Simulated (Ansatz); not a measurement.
**CH₆AlNSi: one species, many methods**

Aim: compute CH₆AlNSi with functionals from several rungs and with coupled cluster, and see how far each lands from CCSD(T) at the basis-set limit for the atomisation energy.

The runs use Ansatz 0.2.0, Gaussian basis; functionals in def2-TZVPP, the program's frozen cores in correlated methods.

The runs, in order: LDA (SPW92), PBE-D4, revPBE-D4, BLYP-D4, r2SCAN-D4, B97M-V, PBE0-D4, B3LYP-D4, r2SCANh-D4, r2SCAN0-D4, HSE06-D4, BHLYP-D4, CAM-B3LYP-D4, LC-ωPBE, ωB97X-V, ωB97M-V, B2PLYP, PBE-QIDH; CCSD(T)/def2-SVP; CCSD(T)/def2-TZVPP; MP2/def2-QZVPP; extrapolation to the limit; RPA on PBE.

### Step 1. Structure used throughout

An earlier PBE0-D4 in a triple-zeta def2 set relaxation fixed the geometry.

SMILES `[AlH2][N]1C[SiH2]1`, 10 atoms, charge 0, spin multiplicity 1.

Atoms are counted from 1 here; the program's logs count them from 0.

Bond lengths: Al1–N2 1.764 Å, Al1–H5 1.584 Å, Al1–H6 1.585 Å, N2–C3 1.493 Å, N2–Si4 1.711 Å, C3–Si4 1.826 Å, C3–H7 1.089 Å, C3–H8 1.089 Å, Si4–H9 1.480 Å, Si4–H10 1.480 Å. Angles: N2–Al1–H5 117.0°, N2–Al1–H6 119.1°, H5–Al1–H6 123.9°, Al1–N2–C3 137.4°, Al1–N2–Si4 153.5°, C3–N2–Si4 69.1°, N2–C3–Si4 61.1°, N2–C3–H7 115.6°, N2–C3–H8 115.6°, Si4–C3–H7 120.8°, Si4–C3–H8 120.8°, H7–C3–H8 112.8°, N2–Si4–C3 49.8°, N2–Si4–H9 118.8°, N2–Si4–H10 118.8°, C3–Si4–H9 121.4°, C3–Si4–H10 121.4°, H9–Si4–H10 112.7°.

### Step 2. LDA

This LDA is Slater exchange with PW92 correlation.

File in.yaml:

```yaml
crystal:
  periodic: [false, false, false]
  atoms:
    - {symbol: Al, position_ang: [-0.211763, 1.961451, 0.163836]}
    - {symbol: N, position_ang: [-0.004050, 0.219859, -0.027365]}
    - {symbol: C, position_ang: [-0.123911, -1.001756, 0.822939]}
    - {symbol: Si, position_ang: [0.364006, -1.188254, -0.927243]}
    - {symbol: H, position_ang: [0.051352, 2.862236, -1.111772]}
    - {symbol: H, position_ang: [-0.644219, 2.535351, 1.576132]}
    - {symbol: H, position_ang: [0.612861, -1.094755, 1.619329]}
    - {symbol: H, position_ang: [-1.132434, -1.250664, 1.149492]}
    - {symbol: H, position_ang: [-0.599562, -1.653236, -1.950365]}
    - {symbol: H, position_ang: [1.770820, -1.441533, -1.312183]}
basis:
  gaussian: {orbitals: def2-TZVPP}
hamiltonian: {xc: lda}
output: {orbitals: {seedname: orbitals}}
```

The runs that follow: PBE-D4 (GGA); revPBE-D4 (GGA); BLYP-D4 (GGA); r2SCAN-D4 (meta-GGA); B97M-V (meta-GGA); PBE0-D4 (hybrid); B3LYP-D4 (hybrid); r2SCANh-D4 (hybrid); r2SCAN0-D4 (hybrid); HSE06-D4 (hybrid); BHLYP-D4 (hybrid); CAM-B3LYP-D4 (range-separated); LC-ωPBE (range-separated); ωB97X-V (range-separated); ωB97M-V (range-separated); B2PLYP (double hybrid); PBE-QIDH (double hybrid); CCSD(T) in def2-SVP; CCSD(T) in def2-TZVPP; MP2 in def2-QZVPP; RPA on PBE orbitals.

Before running them: what should the planned runs give, taken together? Wanted: atomisation energy, CCSD(T)/CBS; farthest beyond LDA; mean size of error, GGA; mean size of error, meta-GGA; mean size of error, hybrid; mean size of error, range-separated; mean size of error, double hybrid; gap, smallest and largest; T1 diagnostic.

As calculated:

| quantity | value |
| --- | --- |
| atomisation energy, CCSD(T)/CBS | 774.0 kcal/mol |
| functionals within 3.9 kcal/mol (0.5 %) | BLYP-D4, r2SCAN-D4, B3LYP-D4, ωB97M-V |
| farthest beyond LDA | BHLYP-D4 (-17.7 kcal/mol) |
| mean size of error, GGA | 6.2 kcal/mol |
| mean size of error, meta-GGA | 4.6 kcal/mol |
| mean size of error, hybrid | 7.2 kcal/mol |
| mean size of error, range-separated | 4.3 kcal/mol |
| mean size of error, double hybrid | 9.3 kcal/mol |
| gap, smallest and largest | 4.28 eV (LDA (SPW92)), 11.05 eV (LC-ωPBE) |
| T1 diagnostic | 0.0129 |
| triples share of the correlation energy | 4.0 % |

**Reading.** The LDA atomisation energy is off by 98.8 kcal/mol (13 %): it overbinds. PBE-D4 is off by +5.4 kcal/mol. Double hybrids carry the basis error of their MP2 part in triple zeta, and no dispersion term here, so their miss is partly the set-up's. By mean error the best rung here is range-separated (4.3 kcal/mol) and the worst beyond LDA is double hybrid (9.3 kcal/mol). The gap between the best rungs is small, so their order is not settled. Misses under about 3.9 kcal/mol are within the doubt on the reference itself, which lacks core-valence correlation, relativity and higher excitations. Hartree-Fock recovers 72 % of the binding; the rest is correlation. CCSD(T) in def2-SVP is off by -52.3 kcal/mol, more than most functionals: a good method in a small basis is no reference. Orbital gaps span 4.3 to 11.1 eV; exact exchange widens them.
